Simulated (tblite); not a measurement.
# C4H12Si3: the cost of one run

Computed with tblite 0.8.0 and PySCF 2.14.0, with density-fitted response routines of our own, on a single molecule in the gas phase. Atoms are numbered from 0 throughout.

## Step 1: The starting structure

19 atoms, charge 0, multiplicity 1; geometry from: force field or distance geometry start.

Bonds of the start (Å): C0–C1 1.34, C1–Si2 1.84, Si2–C3 1.88, C3–Si4 1.86, C3–C5 1.35, C5–Si6 1.84, C0–H7 1.09, C0–H8 1.08, C1–H9 1.08, Si2–H10 1.47, Si2–H11 1.49, Si4–H12 1.49, Si4–H13 1.49, Si4–H14 1.48, C5–H15 1.09, Si6–H16 1.48, Si6–H17 1.49, Si6–H18 1.48.

## Step 2: Optimising the geometry with GFN2-xTB

Job settings and geometry (Å):

```
{"job": {"kind": "relax", "xc": "GFN2-xTB", "basis": "xTB"}, "charge": 0, "multiplicity": 1}
C      2.449700    -1.026300    -1.427300
C      1.369000    -1.457400    -0.755600
Si     0.744000    -0.790300     0.844500
C     -0.355700     0.698100     0.504900
Si     0.626400     2.230400     0.897800
C     -1.638900     0.717300     0.074700
Si    -2.780600    -0.655100    -0.356900
H      3.059500    -0.187900    -1.081000
H      2.735900    -1.499600    -2.359700
H      0.790200    -2.296100    -1.125700
H      1.863300    -0.466200     1.743700
H     -0.082900    -1.838000     1.503900
H     -0.178400     3.425400     0.521000
H      1.898500     2.250300     0.113600
H      0.912700     2.316400     2.346000
H     -2.135400     1.675000    -0.055200
H     -2.079100    -1.663000    -1.183800
H     -3.270300    -1.311800     0.888600
H     -3.937900    -0.111900    -1.101000
```

Started as:

```console
OMP_NUM_THREADS=1 python probes_run.py task.json out
```

One launch serves the whole session: the jobs run in the order shown.

**Question.** How long does this first job take on 1 thread of Intel Xeon at 2.70GHz, shared host?

About 2.9 s.
